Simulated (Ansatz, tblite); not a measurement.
# The cluster Pb3Se2F2: one state, many levels

Aim: run the singlet of the cluster Pb3Se2F2 at one geometry on many levels, and compare frontier levels, spin and run time.

Computed with Ansatz 0.2.0, Gaussian basis. Level: as each input shows.

The runs, in order: GFN1-xTB, GFN2-xTB, PBE-D4/def2-TZVP, r2SCAN-D4/def2-TZVP, BLYP-D4/def2-TZVP, B3LYP-D4/def2-TZVP, BHLYP-D4/def2-TZVP, PBE-D4/def2-SVP, PBE0-D4/def2-SVP, PBE0-D4/def2-TZVPD, PBE-D4/def2-TZVPD, BLYP-D4/def2-TZVPD, MP2/def2-TZVP, RPA/def2-TZVP.

4 further runs of the same task are left out: 1 that didn't finish, 3 set aside as unsound or not needed. Runs told in other sessions of the task aren't counted.

### 1 The geometry

The geometry is that of the singlet, from an earlier relaxation (PBE-D4/def2-SVP). At that level it is the lowest of the isomers that a small search found.

7 atoms, charge 0, spin multiplicity 1.

Bond lengths: Pb1–Se4 2.836 Å, Pb1–Se5 2.836 Å, Pb1–F7 2.235 Å, Pb2–Se4 2.923 Å, Pb2–Se5 2.923 Å, Pb2–F6 2.416 Å, Pb2–F7 2.416 Å, Pb3–Se4 2.836 Å, Pb3–Se5 2.836 Å, Pb3–F6 2.235 Å. Angles: Se4–Pb1–Se5 85.2°, Se4–Pb1–F7 83.3°, Se5–Pb1–F7 83.3°, Se4–Pb2–Se5 82.1°, Se4–Pb2–F6 78.5°, Se4–Pb2–F7 78.5°, Se5–Pb2–F6 78.5°, Se5–Pb2–F7 78.5°, F6–Pb2–F7 149.3°, Se4–Pb3–Se5 85.2°, Se4–Pb3–F6 83.3°, Se5–Pb3–F6 83.3°, Pb1–Se4–Pb2 74.1°, Pb1–Se4–Pb3 88.9°, Pb2–Se4–Pb3 74.1°, Pb1–Se5–Pb2 74.1°, Pb1–Se5–Pb3 88.9°, Pb2–Se5–Pb3 74.2° and more.

Pb takes a core potential in the def2 sets. No spin-orbit coupling is included.

PBE0-D4/def2-TZVP was run before; its log isn't repeated, and its numbers join the tables.

### 2 GFN1-xTB

Tight binding, by tblite at 300 K electronic temperature and without a spin-polarisation term:

```python
tblite.interface.Calculator('GFN1-xTB', numbers, positions, charge=0, uhf=0).singlepoint()
```

Energy -602.7778 eV, HOMO -8.83 eV, LUMO -4.25 eV; 0.015 s.

### 3 GFN2-xTB

Tight binding, by tblite at 300 K electronic temperature and without a spin-polarisation term:

```python
tblite.interface.Calculator('GFN2-xTB', numbers, positions, charge=0, uhf=0).singlepoint()
```

Energy -626.5533 eV, HOMO -10.57 eV, LUMO -6.26 eV; 0.015 s.

### 4 PBE-D4/def2-TZVP

start.molden holds the orbitals of an earlier run on this state, given as this run's starting guess.

The input, in.yaml:

```yaml
crystal:
  periodic: [false, false, false]
  atoms:
    - {symbol: Pb, position_ang: [-0.610518, -1.897304, -1.209871]}
    - {symbol: Pb, position_ang: [1.542749, 0.272198, 0.438137]}
    - {symbol: Pb, position_ang: [-1.708065, 1.488186, 0.551473]}
    - {symbol: Se, position_ang: [-0.249152, 0.853931, -1.796676]}
    - {symbol: Se, position_ang: [-0.845811, -1.047143, 1.485745]}
    - {symbol: F, position_ang: [0.291416, 2.151555, 1.299027]}
    - {symbol: F, position_ang: [1.579380, -1.821422, -0.767836]}
basis:
  gaussian: {orbitals: def2-TZVP, initial_orbitals: start.molden}
hamiltonian: {xc: pbe, dispersion: d4}
scf: {omitted_lower_state_checks: [starts]}
output: {orbitals: {seedname: orbitals}}
```

Run with:

```sh
$ ansatz run in.yaml --threads 4 --pin off --events-out ev --progress --plain --max-ram 8704MiB
```

Further steps of the session: r2SCAN-D4/def2-TZVP; BLYP-D4/def2-TZVP; B3LYP-D4/def2-TZVP; BHLYP-D4/def2-TZVP; PBE-D4/def2-SVP; PBE0-D4/def2-SVP; PBE0-D4/def2-TZVPD; PBE-D4/def2-TZVPD; BLYP-D4/def2-TZVPD; MP2/def2-TZVP; RPA/def2-TZVP.

Q: Predict the results of all the runs planned. Wanted: gap in def2-TZVP, named functionals, smallest and largest; correlation energy, MP2/def2-TZVP; binding an atom, functionals in def2-TZVP; PBE0 total energy, smallest basis above largest.

The runs gave:

| quantity | value |
| --- | --- |
| gap in def2-TZVP, named functionals, smallest and largest | 3.37 eV (BLYP-D4), 6.42 eV (BHLYP-D4) |
| correlation energy, MP2/def2-TZVP | -61.44 eV |
| binding an atom, functionals in def2-TZVP | 3.06 (BHLYP-D4) to 3.47 eV (PBE-D4) |
| PBE0 total energy, smallest basis above largest | 23.48 eV (def2-SVP, def2-TZVPD) |

In words: Over the named functionals in def2-TZVP the gap runs from 3.37 eV (BLYP-D4) to 6.42 eV (BHLYP-D4); exact exchange widens it.
